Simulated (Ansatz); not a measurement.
# CH4GeS: up Jacob's ladder to CCSD(T)

Aim: compute CH4GeS with functionals from several rungs and with coupled cluster. The yardstick is the atomisation energy at the CCSD(T) limit.

Computed with Ansatz 0.2.0, Gaussian basis. Level: functionals in def2-TZVPP, the program's frozen cores in correlated methods.

Plan: LDA (SPW92), PBE-D4, revPBE-D4, BLYP-D4, r2SCAN-D4, B97M-V, PBE0-D4, B3LYP-D4, r2SCANh-D4, r2SCAN0-D4, HSE06-D4, BHLYP-D4, CAM-B3LYP-D4, LC-ωPBE, ωB97X-V, ωB97M-V, B2PLYP, PBE-QIDH; CCSD(T)/def2-SVP; CCSD(T)/def2-TZVPP; MP2/def2-QZVPP; extrapolation to the limit; RPA on PBE.

**1. The geometry**

The geometry comes from an earlier relaxation with PBE0-D4 in a triple-zeta def2 set; it is a stationary point, not always the lowest conformer.

SMILES `C[S][GeH]`, 7 atoms, charge 0, spin multiplicity 1.

Atoms are counted from 1 here; the program's logs count them from 0.

Bond lengths: C1–S2 1.812 Å, C1–H4 1.090 Å, C1–H5 1.090 Å, C1–H6 1.090 Å, S2–Ge3 2.189 Å, Ge3–H7 1.594 Å. Angles: S2–C1–H4 111.0°, S2–C1–H5 109.0°, S2–C1–H6 109.0°, H4–C1–H5 109.4°, H4–C1–H6 109.4°, H5–C1–H6 109.0°, C1–S2–Ge3 103.6°, S2–Ge3–H7 89.0°.

**2. LDA**

This LDA is Slater exchange with PW92 correlation.

Contents of in.yaml:

```yaml
crystal:
  periodic: [false, false, false]
  atoms:
    - {symbol: C, position_ang: [-0.787609, 0.742200, -0.275431]}
    - {symbol: S, position_ang: [0.549813, 0.166704, 0.803073]}
    - {symbol: Ge, position_ang: [1.194720, -1.705575, -0.130999]}
    - {symbol: H, position_ang: [-0.951124, 0.046809, -1.099311]}
    - {symbol: H, position_ang: [-0.525030, 1.721822, -0.674684]}
    - {symbol: H, position_ang: [-1.702463, 0.831764, 0.310256]}
    - {symbol: H, position_ang: [2.282892, -1.871825, 1.021498]}
basis:
  gaussian: {orbitals: def2-TZVPP}
hamiltonian: {xc: lda}
output: {orbitals: {seedname: orbitals}}
```

Run with:

```sh
$ ansatz run in.yaml --threads 4 --pin off --events-out ev --progress --plain --max-ram 10444MiB
```

After this run come: PBE-D4 (GGA); revPBE-D4 (GGA); BLYP-D4 (GGA); r2SCAN-D4 (meta-GGA); B97M-V (meta-GGA); PBE0-D4 (hybrid); B3LYP-D4 (hybrid); r2SCANh-D4 (hybrid); r2SCAN0-D4 (hybrid); HSE06-D4 (hybrid); BHLYP-D4 (hybrid); CAM-B3LYP-D4 (range-separated); LC-ωPBE (range-separated); ωB97X-V (range-separated); ωB97M-V (range-separated); B2PLYP (double hybrid); PBE-QIDH (double hybrid); CCSD(T) in def2-SVP; CCSD(T) in def2-TZVPP; MP2 in def2-QZVPP; RPA on PBE orbitals.

**Question.** What will the summary of the whole plan be? Wanted: atomisation energy, CCSD(T)/CBS; farthest beyond LDA; mean size of error, GGA; mean size of error, meta-GGA; mean size of error, hybrid; mean size of error, range-separated; mean size of error, double hybrid; gap, smallest and largest; T1 diagnostic.

The runs gave:

| quantity | value |
| --- | --- |
| atomisation energy, CCSD(T)/CBS | 2241.0 kJ/mol |
| functionals within 22.4 kJ/mol (1.0 %) | revPBE-D4, BLYP-D4, r2SCAN-D4, B97M-V, PBE0-D4, B3LYP-D4, r2SCANh-D4, HSE06-D4, CAM-B3LYP-D4, ωB97X-V, ωB97M-V |
| farthest beyond LDA | BHLYP-D4 (-66.2 kJ/mol) |
| mean size of error, GGA | 17.5 kJ/mol |
| mean size of error, meta-GGA | 13.7 kJ/mol |
| mean size of error, hybrid | 18.7 kJ/mol |
| mean size of error, range-separated | 16.5 kJ/mol |
| mean size of error, double hybrid | 31.8 kJ/mol |
| gap, smallest and largest | 2.58 eV (LDA (SPW92)), 9.06 eV (LC-ωPBE) |
| T1 diagnostic | 0.0149 |
| triples share of the correlation energy | 4.3 % |

In words: The LDA atomisation energy is off by 321.7 kJ/mol (14 %): it overbinds. PBE-D4 misses by +37.5 kJ/mol. Double hybrids carry the basis error of their MP2 part in triple zeta, and no dispersion term here, so their miss is partly the set-up's. The rungs meta-GGA, range-separated, GGA, hybrid miss on average by less than the doubt on the reference (22.4 kJ/mol), so they tie. The reference freezes the cores and leaves out relativity and excitations past (T), and its outer-core shells are covered unevenly, so misses under about 22.4 kJ/mol can't be ranked. Hartree-Fock recovers 71 % of the binding; the rest is correlation. CCSD(T) in def2-SVP is off by -155.5 kJ/mol, worse than the median functional, from the basis alone. Orbital gaps span 2.6 to 9.1 eV; exact exchange widens them. Correlated methods include outer-core shells of Ge, which these sets cover unevenly.
